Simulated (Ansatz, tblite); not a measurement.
# The cluster AlSi₆: a ladder of methods and basis sets

The task here is to estimate one member of a computed series from the others.

Method: as each input shows; program: Ansatz 0.2.0, Gaussian basis.

The runs, in order: GFN1-xTB, GFN2-xTB, PBE-D4/def2-TZVP, r2SCAN-D4/def2-TZVP, revPBE-D4/def2-TZVP, r2SCANh-D4/def2-TZVP, ωB97X-V/def2-TZVP, PBE-D4/def2-SVP, PBE0-D4/def2-SVP, HF/STO-3G, CCSD(T)/def2-SVP, MP2/def2-TZVP.

3 further runs of the same task are left out: 1 that didn't finish, 2 set aside as unsound or not needed.

## The structure

The geometry is that of the doublet, from an earlier relaxation (B3LYP-D4/def2-SVP). At that level it is the lowest of the isomers that a small search found.

7 atoms, charge 0, spin multiplicity 2.

Bond lengths: Al1–Si4 2.428 Å, Al1–Si5 2.428 Å, Si2–Si3 2.354 Å, Si2–Si6 2.354 Å, Si2–Si7 2.569 Å, Si3–Si4 2.279 Å, Si5–Si6 2.279 Å. Angles: Si4–Al1–Si5 131.6°, Si3–Si2–Si6 77.7°, Si3–Si2–Si7 66.8°, Si6–Si2–Si7 66.8°, Si2–Si3–Si4 129.5°, Al1–Si4–Si3 76.6°, Al1–Si5–Si6 76.6°, Si2–Si6–Si5 129.4°.

PBE0-D4/def2-TZVP was run before; its log isn't repeated, and its numbers join the tables.

Set-up of the first run:

Tight binding, by tblite at 300 K electronic temperature and without a spin-polarisation term:

```python
tblite.interface.Calculator('GFN1-xTB', numbers, positions, charge=0, uhf=1).singlepoint()
```

Tight binding, by tblite at 300 K electronic temperature and without a spin-polarisation term:

```python
tblite.interface.Calculator('GFN2-xTB', numbers, positions, charge=0, uhf=1).singlepoint()
```

start.molden holds the orbitals of an earlier run on this state, given as this run's starting guess.

Contents of in.yaml:

```yaml
crystal:
  periodic: [false, false, false]
  atoms:
    - {symbol: Al, position_ang: [-1.475138, 0.696604, 0.867647]}
    - {symbol: Si, position_ang: [1.528846, -0.822059, -1.634644]}
    - {symbol: Si, position_ang: [-0.592264, -1.486338, -0.858129]}
    - {symbol: Si, position_ang: [-1.352225, -1.693255, 1.279998]}
    - {symbol: Si, position_ang: [0.249848, 2.398970, 0.717254]}
    - {symbol: Si, position_ang: [0.473876, 1.243957, -1.234230]}
    - {symbol: Si, position_ang: [1.167067, -0.337879, 0.862093]}
basis:
  gaussian: {orbitals: def2-TZVP, initial_orbitals: start.molden}
magnetization: {spin_polarized: true, initial_magnetization: 1}
hamiltonian: {xc: pbe, dispersion: d4}
scf: {omitted_lower_state_checks: [starts]}
output: {forces: true, orbitals: {seedname: orbitals}}
```

Run with:

```bash
$ ansatz run in.yaml --threads 4 --pin off --events-out ev --progress --plain --max-ram 4787MiB
```

Among the steps run: PBE-D4/def2-TZVP; r2SCAN-D4/def2-TZVP; revPBE-D4/def2-TZVP; r2SCANh-D4/def2-TZVP; ωB97X-V/def2-TZVP; PBE-D4/def2-SVP; PBE0-D4/def2-SVP; HF/STO-3G; CCSD(T)/def2-SVP; MP2/def2-TZVP.

One of the session's tables, all rows but one given; the rest of the session is left out.

It belongs to the step «Binding energy». 

| method | binding an atom (eV) |
| --- | --- |
| HF/STO-3G | 2.641 |
| HF/def2-SVP | 1.625 |
| HF/def2-TZVP | 1.688 |
| PBE-D4/def2-SVP | 3.350 |
| PBE-D4/def2-TZVP | 3.391 |
| revPBE-D4/def2-TZVP | 3.320 |
| r2SCAN-D4/def2-TZVP | ? |
| r2SCANh-D4/def2-TZVP | 3.222 |
| PBE0-D4/def2-SVP | 3.199 |
| PBE0-D4/def2-TZVP | 3.255 |
| ωB97X-V/def2-TZVP | 3.064 |
| MP2/def2-SVP | 2.939 |
| MP2/def2-TZVP | 3.228 |
| CCSD/def2-SVP | 2.534 |
| CCSD(T)/def2-SVP | 2.735 |

Q: Estimate the row for r2SCAN-D4/def2-TZVP from the others.

As computed: binding an atom (eV): 3.271. In the column «binding an atom (eV)» it lies between PBE0-D4/def2-TZVP (3.255) and revPBE-D4/def2-TZVP (3.320).

To keep in mind: Free atoms were run apart at each level; binding is atoms less cluster, divided by the number of atoms, without zero-point or spin-orbit terms. Over the named functionals in def2-TZVP spin contamination reaches 0.02 (r2SCANh-D4), which is small.
